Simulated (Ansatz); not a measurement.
**SnS3: one candidate of a structure search**

Where does this trial cell of SnS3 go when cell and atoms are let free?

Method: DFT PBE, scalar-relativistic, plane waves, PAW, in Ansatz 0.2.0.

## (1) The system as given

It takes space group P4/mmm (No. 123, tetragonal). Conventional cell: a = 3.694 Å, b = 3.694 Å, c = 7.133 Å, α = 90.00°, β = 90.00°, γ = 90.00°. Around Sn (site symmetry 4/mmm) lie 10 S at 3.11 to 3.57 Å. Around S (site symmetry 4mm) lie 4 Sn at 3.11 Å. S (site symmetry 4/mmm) is surrounded by 12 S at 3.22 to 3.69 Å and 2 Sn at 3.57 Å.

Coordinates:

```
Sn S
1.0
     3.69377    0.00000    0.00000
     0.00000    3.69377    0.00000
     0.00000    0.00000    7.13321
Sn S
1 3
Cartesian
  0.0000 0.0000 0.0000
  1.8469 1.8469 1.6873
  1.8469 1.8469 5.4459
  0.0000 0.0000 3.5666
```

A structure generator made this guess: species swapped into a database cell of HgPb3 (P4/mmm, No. 123), with Sn on the Hg sites and S on the Pb sites. Lengths come from tabulated atomic sizes and are only a guess.

## (2) The guess as it stands, on a coarse mesh

Contents of input.yaml:

```yaml
crystal:
  lattice:
    - [3.69376934, 0.0, 0.0]
    - [0.0, 3.69376934, 0.0]
    - [0.0, 0.0, 7.1332129]
  atoms:
    - { symbol: Sn, position: [0.0, 0.0, 0.0] }
    - { symbol: S, position: [0.5, 0.5, 0.23654491] }
    - { symbol: S, position: [0.5, 0.5, 0.76345509] }
    - { symbol: S, position: [0.0, 0.0, 0.5] }
basis:
  ecutwfc: 420
kpoints:
  mp_grid: { grid: [6, 6, 4] }
hamiltonian:
  xc: pbe
scf:
  occupations: { method: gaussian, width: 0.1 }
  lower_state_search: "off"
output:
  forces: true
  stress: true
  eigenvalues: true
```

On the command line:

```
$ ansatz run input.yaml --threads 1 --pin off --max-ram 2560MiB --backend cpu --events-out ev --progress --plain --runs-dir out
```

The session goes on with these runs: coarse relaxation; relaxation on the finer mesh.

What does the calculation give? Wanted: conventional cell; volume; energy over the elements, grey Sn; gap on the mesh.

The runs gave:

| quantity | value |
| --- | --- |
| symmetry at the end (tolerance 0.05 Å) | space group P4/mmm (No. 123) |
| conventional cell | a = 3.362 Å, b = 3.362 Å, c = 6.638 Å, α = 90.00°, β = 90.00°, γ = 90.00° |
| volume | 18.76 Å³/atom |
| energy over the elements, grey Sn | +0.55 eV/atom |
| gap on the mesh | none (metal) |

The space group P4/mmm (No. 123) is kept, and the volume per atom shrinks by 22.9 % from the first guess. With a positive formation energy it can't be a ground state. No finished test with a distortion of lower symmetry is shown, so the end may be a saddle point.
